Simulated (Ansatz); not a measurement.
# SiCl2(SiMe3)2 (C6H18Cl2Si3): the relaxed shape and its frontier levels

What does SiCl2(SiMe3)2 (C6H18Cl2Si3) look like as a singlet, and where do its frontier electrons sit?

Computed with Ansatz 0.2.0, Gaussian basis. Level: RKS PBE0-D4/def2-TZVP.

The runs, in order: relaxation at PBE0-D4/def2-SVP; a single point at PBE0-D4/def2-TZVP.

5 further runs of the same task are left out: 3 that didn't finish, 2 set aside as unsound or not needed. Runs told in other sessions of the task aren't counted.

## (1) The starting structure

29 atoms, charge 0, spin multiplicity 1.

Atoms are counted from 1 here; the program's logs count them from 0.

Bond lengths: Si1–Cl2 2.071 Å, Si1–Cl3 2.070 Å, Si1–Si4 2.361 Å, Si1–Si17 2.362 Å, Si4–C5 1.913 Å, Si4–C6 1.910 Å, Si4–C7 1.911 Å, C5–H8 1.087 Å, C5–H9 1.086 Å, C5–H10 1.086 Å, C6–H11 1.085 Å, C6–H12 1.086 Å, C6–H13 1.086 Å, C7–H14 1.086 Å, C7–H15 1.085 Å, C7–H16 1.086 Å, Si17–C18 1.911 Å, Si17–C19 1.913 Å and more. Angles: Cl2–Si1–Cl3 103.1°, Cl2–Si1–Si4 107.5°, Cl2–Si1–Si17 107.3°, Cl3–Si1–Si4 106.8°, Cl3–Si1–Si17 107.5°, Si4–Si1–Si17 123.0°, Si1–Si4–C5 113.1°, Si1–Si4–C6 109.0°, Si1–Si4–C7 108.1°, C5–Si4–C6 109.1°, C5–Si4–C7 109.0°, C6–Si4–C7 108.5°, Si4–C5–H8 112.2°, Si4–C5–H9 110.9°, Si4–C5–H10 110.8°, H8–C5–H9 107.7°, H8–C5–H10 107.6°, H9–C5–H10 107.4° and more.

Geometry (Å):

```xyz
29
C6H18Cl2Si3
Si    1.0642   -0.0010    0.6643
Cl    1.3096   -0.0093    2.7202
Cl    3.0110    0.0187   -0.0397
Si    0.1056    2.0743    0.0734
C     0.9243    3.5593    0.9587
C     0.2577    2.3124   -1.8158
C    -1.7495    2.0244    0.5299
H     0.4567    4.5041    0.6933
H     1.9779    3.6300    0.7032
H     0.8579    3.4506    2.0375
H     1.2965    2.2997   -2.1306
H    -0.2564    1.5224   -2.3551
H    -0.1702    3.2582   -2.1357
H    -2.2617    1.2147    0.0188
H    -1.8911    1.8788    1.5960
H    -2.2501    2.9486    0.2576
Si    0.1103   -2.0757    0.0621
C    -0.6662   -1.8717   -1.6724
C     1.3830   -3.5025    0.0042
C    -1.2787   -2.5242    1.2945
H    -1.1304   -2.7937   -2.0087
H     0.0800   -1.5951   -2.4104
H    -1.4326   -1.1025   -1.6765
H     2.1947   -3.2669   -0.6782
H     1.8215   -3.6753    0.9831
H     0.9356   -4.4364   -0.3264
H    -0.8911   -2.6311    2.3028
H    -2.0426   -1.7528    1.3208
H    -1.7659   -3.4580    1.0290
```

The start is a GFN2-xTB geometry.

## (2) Relaxation at PBE0-D4/def2-SVP

in.yaml reads:

```yaml
crystal:
  periodic: [false, false, false]
  atoms:
    - {symbol: Si, position_ang: [1.064160, -0.000980, 0.664300]}
    - {symbol: Cl, position_ang: [1.309600, -0.009320, 2.720200]}
    - {symbol: Cl, position_ang: [3.010960, 0.018720, -0.039690]}
    - {symbol: Si, position_ang: [0.105550, 2.074270, 0.073390]}
    - {symbol: C, position_ang: [0.924300, 3.559310, 0.958720]}
    - {symbol: C, position_ang: [0.257740, 2.312430, -1.815780]}
    - {symbol: C, position_ang: [-1.749520, 2.024430, 0.529850]}
    - {symbol: H, position_ang: [0.456670, 4.504120, 0.693300]}
    - {symbol: H, position_ang: [1.977860, 3.629950, 0.703240]}
    - {symbol: H, position_ang: [0.857900, 3.450590, 2.037550]}
    - {symbol: H, position_ang: [1.296500, 2.299660, -2.130610]}
    - {symbol: H, position_ang: [-0.256400, 1.522420, -2.355140]}
    - {symbol: H, position_ang: [-0.170160, 3.258180, -2.135690]}
    - {symbol: H, position_ang: [-2.261690, 1.214660, 0.018760]}
    - {symbol: H, position_ang: [-1.891060, 1.878810, 1.596040]}
    - {symbol: H, position_ang: [-2.250120, 2.948610, 0.257620]}
    - {symbol: Si, position_ang: [0.110310, -2.075720, 0.062090]}
    - {symbol: C, position_ang: [-0.666230, -1.871720, -1.672410]}
    - {symbol: C, position_ang: [1.383050, -3.502530, 0.004150]}
    - {symbol: C, position_ang: [-1.278690, -2.524170, 1.294500]}
    - {symbol: H, position_ang: [-1.130390, -2.793730, -2.008660]}
    - {symbol: H, position_ang: [0.080050, -1.595050, -2.410390]}
    - {symbol: H, position_ang: [-1.432650, -1.102460, -1.676470]}
    - {symbol: H, position_ang: [2.194720, -3.266860, -0.678220]}
    - {symbol: H, position_ang: [1.821490, -3.675280, 0.983080]}
    - {symbol: H, position_ang: [0.935600, -4.436420, -0.326360]}
    - {symbol: H, position_ang: [-0.891110, -2.631070, 2.302800]}
    - {symbol: H, position_ang: [-2.042580, -1.752820, 1.320830]}
    - {symbol: H, position_ang: [-1.765860, -3.458020, 1.029010]}
basis:
  gaussian: {orbitals: def2-SVP}
hamiltonian: {xc: pbe0, dispersion: d4}
scf: {lower_state_search: "off"}
output: {orbitals: {seedname: orbitals}}
relax: {f_tol: 0.03, max_steps: 70}
```

The run is started by

```console
> ansatz run in.yaml --threads 4 --pin off --events-out ev --progress --plain --max-ram 6963MiB
```

After this run come: Single point, PBE0-D4/def2-TZVP.

Q: Predict the results of all the runs planned. Wanted: point group; commonest bond, hydrogen aside; HOMO, LUMO at PBE0-D4/def2-TZVP; dipole at PBE0-D4/def2-SVP.

**Answer**, as computed:

| quantity | value |
| --- | --- |
| point group | C1 |
| commonest bond, hydrogen aside | C–Si, 6 of mean length 1.882 Å |
| HOMO, LUMO at PBE0-D4/def2-TZVP | -6.82, -0.42 eV |
| dipole at PBE0-D4/def2-SVP | 2.84 D |

**Reading.** The molecule keeps its bonding pattern by the stored test; the atoms moved 0.54 Å (rms). No usable vibrations, so a minimum isn't proven. The point group is read from a loosely relaxed geometry; soft torsions can leave it below the true symmetry.
